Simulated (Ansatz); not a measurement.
# Ni3Pt: the cost of one run

Program: Ansatz 0.2.0. Level of theory: DFT LDA, scalar-relativistic, plane waves, PAW. These are calculated values, not measurements.

## (1) The structure to begin with

The structure is cubic, space group Pm-3m (No. 221). The conventional cell has a = 3.625 Å, b = 3.625 Å, c = 3.625 Å, α = 90.00°, β = 90.00°, γ = 90.00°. Around Ni (site symmetry 4/mmm) lie 8 Ni at 2.56 Å and 4 Pt at 2.56 Å. Around Pt (site symmetry m-3m) lie 12 Ni at 2.56 Å.

As a file:

```
Ni Pt
1.0
     3.62457    0.00000    0.00000
     0.00000    3.62457    0.00000
     0.00000    0.00000    3.62457
Ni Pt
3 1
Direct
  0.50000 0.00000 0.50000
  0.00000 0.50000 0.50000
  0.50000 0.50000 0.00000
  0.00000 0.00000 0.00000
```

The structure comes from the Materials Project (structure only).

(A quick probe on a coarse mesh, which set the mesh and smearing, is not shown.)

## (3) Rough relaxation on the coarse mesh

Contents of input.yaml:

```yaml
crystal:
  lattice:
    - [3.62456679, 0.0, 0.0]
    - [0.0, 3.62456679, 0.0]
    - [0.0, 0.0, 3.62456679]
  atoms:
    - { symbol: Ni, position: [0.5, 0.0, 0.5], spin: 0.72 }
    - { symbol: Ni, position: [0.0, 0.5, 0.5], spin: 0.72 }
    - { symbol: Ni, position: [0.5, 0.5, 0.0], spin: 0.72 }
    - { symbol: Pt, position: [0.0, 0.0, 0.0], spin: 0.34 }
basis:
  ecutwfc: 520.0
kpoints:
  mp_grid: { grid: [6, 6, 6] }
hamiltonian:
  xc: lda
  pseudopotentials: { kind: paw }
scf:
  occupations: { method: gaussian, width: 0.1 }
output:
  forces: true
  stress: true
  eigenvalues: true
  populations: true
magnetization:
  spin_polarized: true
relax:
  adjacent_minimum: "off"
  f_tol: 0.05
  max_steps: 80
  cell: { stress_tol: 0.5 }
```

Launch:

```console
$ ansatz run input.yaml --threads 4 --pin off --max-ram 8192MiB --backend cpu --events-out ev --progress --plain --runs-dir out
```

What time and memory should one allow on 4 threads of Arm Neoverse N1, shared host?

About 21 s, with a peak of 0.44 GiB.
